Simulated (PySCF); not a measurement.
# H4In ([InH4]-): the cost of one run

Computed with PySCF 2.14.0 and routines of our own; the level stands in each step. Atoms count from 0.

## Step 1: The starting structure

5 atoms, charge -1, multiplicity 1; geometry from: GFN2-xTB.

## Step 2: Relaxing the molecule at PBE0-D3(BJ)/def2-SVP

Job settings and geometry (Å):

```
{"job": {"xc": "PBE0", "basis": "def2-SVP", "d3": "d3bj", "grid": 1, "maxiter": 30, "shake": 0.03, "kind": "geom"}, "charge": -1, "multiplicity": 1}
In     0.061230    -0.076670     0.012540
H      0.543600    -0.044870     1.278120
H      1.339860    -0.024380     0.036660
H     -0.872340     0.772340    -0.669780
H     -0.997500    -0.736900    -0.719670
```

The run is started by

```
OMP_NUM_THREADS=1 python heavy_run.py task.json out
```

One launch serves the whole session: the jobs run in the order shown.

**Question.** How long does this first job take on 1 thread of Arm Neoverse V2, shared host, and how much memory does it need?

About 7.6 s, with a peak of 0.24 GiB.
